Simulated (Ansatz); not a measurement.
# GaGeH3 (singlet): wave-function methods side by side, cc-pVDZ

One table from this session's results is given with a row withheld; the runs are named, their logs left out.

The runs use Ansatz 0.2.0, Gaussian basis; cc-pVDZ, core rule «outside noble gas», up to 28 orbitals frozen.

Plan: UHF; CCSD(T) on RHF; BCCD(T) on RHF; CISD; CCSDT(Q) on RHF; CCSDTQ on RHF; CASSCF and MRCISD+Q, 10 electrons in 11 orbitals; CASSCF and NEVPT2, 10 electrons in 11 orbitals.

3 further runs of the same task are left out: 1 that didn't finish, 2 set aside as unsound or not needed.

### The system

The geometry is a PBE0/def2-TZVP stationary point (not a proven minimum). No spin-orbit coupling is included. The filled d shell of Ge, Ga may be among the frozen orbitals whatever the setting's name suggests; the logs give the count.

5 atoms, charge 0, spin multiplicity 1.

Atoms are counted from 1 here; the program's logs count them from 0.

Bond lengths: Ge1–Ga2 2.618 Å, Ge1–H3 1.551 Å, Ge1–H4 1.551 Å, Ge1–H5 1.551 Å. Angles: Ga2–Ge1–H3 113.9°, Ga2–Ge1–H4 113.9°, Ga2–Ge1–H5 113.9°, H3–Ge1–H4 104.7°, H3–Ge1–H5 104.7°, H4–Ge1–H5 104.7°.

The first run:

File in.yaml:

```yaml
crystal:
  periodic: [false, false, false]
  atoms:
    - {symbol: Ge, position_ang: [-1.242210, -0.002266, 0.004509]}
    - {symbol: Ga, position_ang: [1.375281, 0.002509, -0.004992]}
    - {symbol: H, position_ang: [-1.872587, 1.415382, 0.010182]}
    - {symbol: H, position_ang: [-1.864257, -0.715740, 1.233796]}
    - {symbol: H, position_ang: [-1.873188, -0.709877, -1.223614]}
basis:
  gaussian: {orbitals: cc-pVDZ}
magnetization: {spin_polarized: true, initial_magnetization: 0}
hamiltonian: {xc: hf}
output: {orbitals: {seedname: orbitals}}
```

On the command line:

```
$ ansatz run in.yaml --threads 1 --pin off --events-out ev --progress --plain --max-ram 4096MiB --backend cpu
```

Among the steps run: UHF; CCSD(T) on RHF; BCCD(T) on RHF; CISD; CCSDT(Q) on RHF; CCSDTQ on RHF; CASSCF and MRCISD+Q, 10 electrons in 11 orbitals; CASSCF and NEVPT2, 10 electrons in 11 orbitals.

One of the session's tables, all rows but one given; the rest of the session is left out.

| method | from RCCSDTQ (meV) |
| --- | --- |
| RHF | +5157.2 |
| RMP2 | +1237.3 |
| CISD | +575.6 |
| RCCSD | +149.7 |
| RCCSD(T) | +31.3 |
| BCCD(T) | +30.9 |
| RCCSDT | +6.2 |
| RCCSDT(Q) | +0.7 |
| RCCSDTQ | 0 |
| CASSCF valence | +2882.2 |
| NEVPT2 valence | +839.4 |
| MRCISD valence | +187.1 |
| MRCISD+Q valence | ? |

Estimate the missing values for MRCISD+Q valence.

The run gave: from RCCSDTQ (meV): +24.8. In the column «from RCCSDTQ (meV)» it lies between RCCSDT (+6.2) and BCCD(T) (+30.9).
